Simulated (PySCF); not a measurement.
**Cu²⁺: dipole response in aug-cc-pVDZ-PP with ECP10**

Aim: the static polarisability and the C₆ coefficient of Cu²⁺, method by method.

Program: PySCF 2.14.0. Level of theory: unrestricted determinants in a Gaussian basis, no spin-orbit coupling in the energies. These are calculated values, not measurements, unless marked.

### 1 The system

* Element: copper (Z = 29)
* Basis: aug-cc-pVDZ-PP with ECP10MDF
* Hamiltonian: scalar relativity through the core potential
* State 1: Cu²⁺: [Ar] 3d8 4s1, high-spin 4F determinant (an excited configuration)
* Methods: UHF, PBE, PBE0, BLYP, wB97M-V

The outer shells:

Cu2+ [Ar] 3d8 4s1
```
[Ar] core
3d [↑↓][↑↓][↑↓][↑ ][↑ ]
4s [↑ ]
```

One driver process ran all states and methods and kept the integrals in memory. Each run is shown as a PySCF script that sums up its settings (the driver passes frozen orbitals as a list and adds second-order terms of double hybrids); the logs are those of the runs themselves. The driver starts from symmetry-adapted Hartree-Fock orbitals, holds the occupation by maximum overlap and uses a logarithmic radial grid for functionals, so a plain start would take other cycles.

The integrals over 54 functions and the set-up took 0.54 s of CPU time.

### 2 Cu²⁺ [Ar] 3d8 4s1: the ladder of methods

Level: UHF.

The input, input.py:

```python
from pyscf import gto, scf, dft, mp, cc
import basis_set_exchange as bse
txt = bse.get_basis("aug-cc-pVDZ-PP", elements=["Cu"], fmt="nwchem", header=False)
cut = txt.index("\nECP")
mol = gto.M(atom="Cu 0 0 0", charge=2, spin=3, symmetry="D2h",
            basis=gto.basis.parse(txt[:cut]),
            ecp={"Cu": gto.basis.parse_ecp(txt[cut:])})
mf = scf.UHF(mol)
mf.irrep_nelec = {'Ag': (4, 1), 'B1g': (1, 1), 'B2g': (1, 1), 'B3g': (1, 1), 'B1u': (1, 1), 'B2u': (1, 1), 'B3u': (1, 1)}
mf.kernel()
```

The log of the run:

```text
damping factor = 0
level_shift factor = 0
DIIS = <class 'pyscf.scf.diis.CDIIS'>
diis_start_cycle = 1
diis_space = 10
diis_damp = 0
SCF conv_tol = 1e-09
SCF conv_tol_grad = None
number electrons alpha = 10  beta = 7
cycle= 1 E= -195.073196582122  delta_E= -0.00704  |g|= 0.0295  |ddm|= 0.0321
cycle= 2 E= -195.073297916167  delta_E= -0.000101  |g|= 0.0037  |ddm|= 0.00441
cycle= 3 E= -195.073299785019  delta_E= -1.87e-06  |g|= 0.000512  |ddm|= 0.00262
cycle= 4 E= -195.07329983315  delta_E= -4.81e-08  |g|= 0.000156  |ddm|= 0.000909
cycle= 5 E= -195.073299842362  delta_E= -9.21e-09  |g|= 2.71e-05  |ddm|= 0.00031
cycle= 6 E= -195.07329984262  delta_E= -2.59e-10  |g|= 2.79e-06  |ddm|= 9.07e-05
converged SCF energy = -195.07329984262  <S^2> = 3.7515834  2S+1 = 4.0007916
```

CPU time 5.9 s on a shared host, the integrals not counted.

The occupied shells:

```
shell  electrons  mean orbital energy (eV)  spread (eV)  rms radius (bohr)
 3s α          1                   -180.56            0              0.760
 3s β          1                   -173.56            0              0.760
 3p α          3                   -131.34            0              0.800
 3p β          3                   -123.35            0              0.800
 3d α          5                   -49.818        1.615              0.959
 3d β          3                   -46.800            0              0.959
 4s α          1                   -28.215            0               2.46
```

⟨S²⟩ = 3.752, ⟨L²⟩ = 12.02.

The driver then solved the coupled dipole response at imaginary frequencies: mean α = 15.37 bohr³, C₆ = 52.76 au for a like pair.

Energies and moments cover only the electrons outside the core potential.

Level: PBE.

input.py, as changed from the run before:

```diff
@@ -7,3 +7,3 @@
             ecp={"Cu": gto.basis.parse_ecp(txt[cut:])})
-mf = scf.UHF(mol)
+mf = dft.UKS(mol, xc="PBE")
 mf.irrep_nelec = {'Ag': (4, 1), 'B1g': (1, 1), 'B2g': (1, 1), 'B3g': (1, 1), 'B1u': (1, 1), 'B2u': (1, 1), 'B3u': (1, 1)}
```

The log of the run:

```text
damping factor = 0
level_shift factor = 0
DIIS = <class 'pyscf.scf.diis.CDIIS'>
diis_start_cycle = 1
diis_space = 10
diis_damp = 0
SCF conv_tol = 1e-09
SCF conv_tol_grad = None
number electrons alpha = 10  beta = 7
XC functionals = PBE
    J. P. Perdew, K. Burke, and M. Ernzerhof.,  Phys. Rev. Lett. 77, 3865 (1996)
    J. P. Perdew, K. Burke, and M. Ernzerhof.,  Phys. Rev. Lett. 78, 1396 (1997)
    J. P. Perdew, K. Burke, and M. Ernzerhof.,  Phys. Rev. Lett. 77, 3865 (1996)
    J. P. Perdew, K. Burke, and M. Ernzerhof.,  Phys. Rev. Lett. 78, 1396 (1997)
cycle= 1 E= -195.956395593402  delta_E= -0.0119  |g|= 0.063  |ddm|= 0.466
cycle= 2 E= -195.955826168718  delta_E= 0.000569  |g|= 0.0927  |ddm|= 0.194
cycle= 3 E= -195.957063552259  delta_E= -0.00124  |g|= 0.00284  |ddm|= 0.122
cycle= 4 E= -195.95706500037  delta_E= -1.45e-06  |g|= 0.00013  |ddm|= 0.00304
cycle= 5 E= -195.957065003608  delta_E= -3.24e-09  |g|= 4.29e-06  |ddm|= 0.000259
cycle= 6 E= -195.957065003612  delta_E= -3.5e-12  |g|= 7.04e-08  |ddm|= 7.53e-06
converged SCF energy = -195.957065003612  <S^2> = 3.7502298  2S+1 = 4.0001149
```

It used 12 s of CPU time after the integrals (shared host).

The driver then solved the coupled dipole response at imaginary frequencies: mean α = 11.67 bohr³, C₆ = 38.00 au for a like pair.

Level: PBE0.

input.py, as changed from the run before:

```diff
@@ -7,3 +7,3 @@
             ecp={"Cu": gto.basis.parse_ecp(txt[cut:])})
-mf = dft.UKS(mol, xc="PBE")
+mf = dft.UKS(mol, xc="PBE0")
 mf.irrep_nelec = {'Ag': (4, 1), 'B1g': (1, 1), 'B2g': (1, 1), 'B3g': (1, 1), 'B1u': (1, 1), 'B2u': (1, 1), 'B3u': (1, 1)}
```

The log of the run:

```text
damping factor = 0
level_shift factor = 0
DIIS = <class 'pyscf.scf.diis.CDIIS'>
diis_start_cycle = 1
diis_space = 10
diis_damp = 0
SCF conv_tol = 1e-09
SCF conv_tol_grad = None
number electrons alpha = 10  beta = 7
XC functionals = PBE0
    C. Adamo and V. Barone.,  J. Chem. Phys. 110, 6158 (1999)
    M. Ernzerhof and G. E. Scuseria.,  J. Chem. Phys. 110, 5029 (1999)
cycle= 1 E= -195.929112033941  delta_E= -0.0076  |g|= 0.026  |ddm|= 0.332
cycle= 2 E= -195.929115548461  delta_E= -3.51e-06  |g|= 0.0288  |ddm|= 0.0709
cycle= 3 E= -195.929232528977  delta_E= -0.000117  |g|= 0.000798  |ddm|= 0.0424
cycle= 4 E= -195.929232721156  delta_E= -1.92e-07  |g|= 0.000137  |ddm|= 0.00166
cycle= 5 E= -195.92923272544  delta_E= -4.28e-09  |g|= 2.13e-05  |ddm|= 0.000336
cycle= 6 E= -195.929232725514  delta_E= -7.35e-11  |g|= 3.88e-07  |ddm|= 3.59e-05
converged SCF energy = -195.929232725514  <S^2> = 3.7504431  2S+1 = 4.0002216
```

It used 13 s of CPU time after the integrals (shared host).

The driver then solved the coupled dipole response at imaginary frequencies: mean α = 12.51 bohr³, C₆ = 41.18 au for a like pair.

Level: BLYP.

input.py, as changed from the run before:

```diff
@@ -7,3 +7,3 @@
             ecp={"Cu": gto.basis.parse_ecp(txt[cut:])})
-mf = dft.UKS(mol, xc="PBE0")
+mf = dft.UKS(mol, xc="BLYP")
 mf.irrep_nelec = {'Ag': (4, 1), 'B1g': (1, 1), 'B2g': (1, 1), 'B3g': (1, 1), 'B1u': (1, 1), 'B2u': (1, 1), 'B3u': (1, 1)}
```

The log of the run:

```text
damping factor = 0
level_shift factor = 0
DIIS = <class 'pyscf.scf.diis.CDIIS'>
diis_start_cycle = 1
diis_space = 10
diis_damp = 0
SCF conv_tol = 1e-09
SCF conv_tol_grad = None
number electrons alpha = 10  beta = 7
XC functionals = BLYP
    A. D. Becke.,  Phys. Rev. A 38, 3098 (1988)
    C. Lee, W. Yang, and R. G. Parr.,  Phys. Rev. B 37, 785 (1988)
    B. Miehlich, A. Savin, H. Stoll, and H. Preuss.,  Chem. Phys. Lett. 157, 200 (1989)
cycle= 1 E= -195.942378976252  delta_E= -0.0133  |g|= 0.0746  |ddm|= 0.436
cycle= 2 E= -195.941518917195  delta_E= 0.00086  |g|= 0.112  |ddm|= 0.227
cycle= 3 E= -195.943338323556  delta_E= -0.00182  |g|= 0.0041  |ddm|= 0.147
cycle= 4 E= -195.943341332296  delta_E= -3.01e-06  |g|= 7.79e-05  |ddm|= 0.00417
cycle= 5 E= -195.943341333703  delta_E= -1.41e-09  |g|= 2.53e-06  |ddm|= 0.000202
cycle= 6 E= -195.943341333704  delta_E= -9.66e-13  |g|= 8.29e-08  |ddm|= 5.56e-06
converged SCF energy = -195.943341333704  <S^2> = 3.7503183  2S+1 = 4.0001591
```

It used 11 s of CPU time after the integrals (shared host).

The driver then solved the coupled dipole response at imaginary frequencies: mean α = 11.08 bohr³, C₆ = 35.59 au for a like pair.

Level: wB97M-V.

input.py, as changed from the run before:

```diff
@@ -7,3 +7,3 @@
             ecp={"Cu": gto.basis.parse_ecp(txt[cut:])})
-mf = dft.UKS(mol, xc="BLYP")
+mf = dft.UKS(mol, xc="WB97M_V")
 mf.irrep_nelec = {'Ag': (4, 1), 'B1g': (1, 1), 'B2g': (1, 1), 'B3g': (1, 1), 'B1u': (1, 1), 'B2u': (1, 1), 'B3u': (1, 1)}
```

The log of the run:

```text
damping factor = 0
level_shift factor = 0
DIIS = <class 'pyscf.scf.diis.CDIIS'>
diis_start_cycle = 1
diis_space = 10
diis_damp = 0
SCF conv_tol = 1e-09
SCF conv_tol_grad = None
number electrons alpha = 10  beta = 7
XC functionals = WB97M_V
    N. Mardirossian and M. Head-Gordon.,  J. Chem. Phys. 144, 214110 (2016)
NLC functional = WB97M_V
cycle= 1 E= -195.833090303046  delta_E= -0.00659  |g|= 0.0305  |ddm|= 0.24
cycle= 2 E= -195.833231536387  delta_E= -0.000141  |g|= 0.0208  |ddm|= 0.0946
cycle= 3 E= -195.833295793664  delta_E= -6.43e-05  |g|= 0.00484  |ddm|= 0.038
cycle= 4 E= -195.833300429458  delta_E= -4.64e-06  |g|= 0.000293  |ddm|= 0.0103
cycle= 5 E= -195.833300510611  delta_E= -8.12e-08  |g|= 0.000108  |ddm|= 0.000681
cycle= 6 E= -195.833300521746  delta_E= -1.11e-08  |g|= 2.67e-05  |ddm|= 0.000177
cycle= 7 E= -195.833300522564  delta_E= -8.18e-10  |g|= 3.28e-06  |ddm|= 4.85e-05
converged SCF energy = -195.833300522564  <S^2> = 3.7506405  2S+1 = 4.0003202
```

CPU time 42 s on a shared host, the integrals not counted.

The driver then solved the coupled dipole response at imaginary frequencies: mean α = 14.65 bohr³, C₆ = 50.02 au for a like pair.

Radial density 4πr²ρ of Cu²⁺ at UHF, the electrons outside the core potential:

```
r (bohr)   density  spin density
 0.00676  1.51e-05         0.000
  0.0114  4.24e-05         0.000
  0.0191  0.000123         0.000
  0.0322  0.000494         0.000
  0.0541   0.00462         0.001
  0.0911    0.0625         0.015
   0.153     0.628         0.146
   0.258      4.05         0.783
   0.433      16.5         2.142
   0.729      20.2         2.176
    1.23      5.79         0.997
    2.06     0.950         0.596
    3.47     0.170         0.162
    5.84   0.00107         0.001
```

### 3 Polarisabilities and C₆

Cu²⁺ [Ar] 3d8 4s1, in atomic units:

```
 method  mean α  C₆ (like pair)  S(−4)
    UHF   15.37           52.76  224.3
    PBE   11.67           38.00  117.8
   PBE0   12.51           41.18  139.2
   BLYP   11.08           35.59  104.9
wB97M-V   14.65           50.02  201.4
```

α(iu) at wB97M-V:

```
u (hartree)  α(iu) (bohr³)
          0          14.65
     0.0500          14.16
      0.100          12.90
      0.200          9.651
      0.300          7.008
      0.500          4.111
      0.750          2.607
       1.00          1.912
       1.50          1.274
       2.00         0.9668
       3.00         0.6406
       5.00         0.3431
```

### 4 Summary of results

| quantity | value |
| --- | --- |
| α of Cu²⁺ [Ar] 3d8 4s1 | 11.08 (BLYP) to 15.37 (UHF) bohr³ |

What this shows: A single London oscillator with the computed α and C₆ of Cu²⁺ [Ar] 3d8 4s1 at UHF would have ω = 4 C₆ / (3 α²) = 0.298 hartree. All values hold for this basis alone; no basis-set limit was taken.
